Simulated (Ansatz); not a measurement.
# ClFH6Si2: the cost of one run

Method: RKS PBE0-D4/def2-SVP, in Ansatz 0.2.0.

### 1 The structure to begin with

Bond lengths: Si1–F2 2.006 Å, Si1–H3 1.485 Å, Si1–H4 1.458 Å, Si1–Si5 2.316 Å, Si1–Cl7 2.490 Å, Si5–H8 1.466 Å, Si5–H9 1.467 Å, Si5–H10 1.464 Å. Angles (14 of 16 angles, heavy atoms first): F2–Si1–Si5 88.0°, F2–Si1–Cl7 72.7°, Si5–Si1–Cl7 112.7°, F2–Si1–H3 157.5°, F2–Si1–H4 80.0°, H3–Si1–Si5 107.3°, H3–Si1–Cl7 86.0°, H4–Si1–Si5 130.8°, H4–Si1–Cl7 108.8°, Si1–Si5–H8 113.2°, Si1–Si5–H9 107.3°, Si1–Si5–H10 113.8°, H3–Si1–H4 100.9°, H8–Si5–H9 107.6°.

As a file:

```xyz
10

Si   -0.7275    0.5108   -0.2672
F     0.9356    1.5474    0.1617
H    -1.8343   -0.0244   -1.1004
H    -1.3203    1.7532    0.2131
Si    0.1868   -1.2751    0.8906
H     1.2251    1.6129   -0.9976
Cl    0.4432    0.9597   -2.4190
H     0.6734   -2.3447    0.0139
H    -0.8748   -1.8387    1.7312
H     1.2929   -0.9011    1.7738
```

### 2 Pulling towards end A

Springs on the bonds that form and break draw the guess towards this end; the thresholds are loose.

The input, input.yaml:

```yaml
crystal:
  periodic: [false, false, false]
  atoms:
    - { symbol: Si, position_ang: [-0.7275, 0.5108, -0.2672] }
    - { symbol: F, position_ang: [0.9356, 1.5474, 0.1617] }
    - { symbol: H, position_ang: [-1.8343, -0.0244, -1.1004] }
    - { symbol: H, position_ang: [-1.3203, 1.7532, 0.2131] }
    - { symbol: Si, position_ang: [0.1868, -1.2751, 0.8906] }
    - { symbol: H, position_ang: [1.2251, 1.6129, -0.9976] }
    - { symbol: Cl, position_ang: [0.4432, 0.9597, -2.419] }
    - { symbol: H, position_ang: [0.6734, -2.3447, 0.0139] }
    - { symbol: H, position_ang: [-0.8748, -1.8387, 1.7312] }
    - { symbol: H, position_ang: [1.2929, -0.9011, 1.7738] }
basis:
  gaussian: { orbitals: def2-SVP }
hamiltonian:
  xc: pbe0
  dispersion: d4
relax:
  f_tol: 0.15
  max_steps: 25
  restrain:
    - { distance: [0, 6], at: 3.43, k: 30.0 }
    - { distance: [5, 1], at: 2.18, k: 30.0 }
    - { distance: [0, 1], at: 1.68, k: 30.0 }
    - { distance: [5, 6], at: 1.33, k: 30.0 }
```

Command:

```sh
> ansatz run input.yaml --threads 2 --pin off --max-ram 3072MiB --backend cpu --events-out ev --progress --plain --runs-dir out
```

**Question.** How long does this run take on 2 threads of Intel Xeon Platinum 8488C (Sapphire Rapids), shared host, and how much memory does it need?

About 41 s, with a peak of 0.23 GiB.
